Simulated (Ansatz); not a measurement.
# CaBr: the cost of one run

Program: Ansatz 0.2.0. Level of theory: DFT PBEsol, scalar-relativistic, plane waves, PAW. These are calculated values, not measurements.

## (1) The structure to begin with

It takes space group P-6m2 (No. 187, hexagonal). Conventional cell: a = 3.917 Å, b = 3.917 Å, c = 4.341 Å, α = 90.00°, β = 90.00°, γ = 120.00°. Ca (site symmetry -6m2) is surrounded by 6 Br at 3.13 Å. Br (site symmetry -6m2) is surrounded by 6 Ca at 3.13 Å.

Coordinates:

```xyz
2
Lattice="3.9170 0.0000 0.0000 -1.9585 3.3922 0.0000 0.0000 0.0000 4.3410" Properties=species:S:1:pos:R:3 pbc="T T T"
Ca    0.0000    0.0000    0.0000
Br    0.0000    2.2615    2.1705
```

It goes back to an entry of the Materials Project, which need not be the stable form.

No relaxation comes first: the listed cell is the starting point.

## (2) The reference cell

The reference gives a free energy of -4532.7777 eV, pressure -1.56 GPa, largest force 0.000 eV/Å and gap on the mesh none (metal). It was computed beforehand with the settings of the runs below.

## (3) Next: a strain scan

The cell is strained by ε times the Voigt pattern (0, 0, 1, 0, 0, 0) (xx, yy, zz, yz, xz, xy; engineering shear), with fractional coordinates fixed (clamped ions). The stress on the pattern is the sum of the stress components weighted by it, tension positive.

## (4) Point ε = -0.1500

input.yaml

```yaml
crystal:
  lattice:
    - [3.9170223818, 0.0, 0.0]
    - [-1.9585111909, 3.3922408898, 0.0]
    - [0.0, 0.0, 3.6898789]
  atoms:
    - { symbol: Ca, position: [0.0, 0.0, 0.0] }
    - { symbol: Br, position: [0.3333333333, 0.6666666667, 0.5] }
basis:
  ecutwfc: 420
kpoints:
  mp_grid: { grid: [15, 15, 12] }
hamiltonian:
  xc: pbesol
scf:
  occupations: { method: gaussian, width: 0.15 }
output:
  forces: true
  stress: true
  eigenvalues: true
```

**Question.** How long does this run take on 1 thread of an x86-64 CPU, shared host, and how much memory does it need?

About 7.8 s, with a peak of 0.48 GiB.
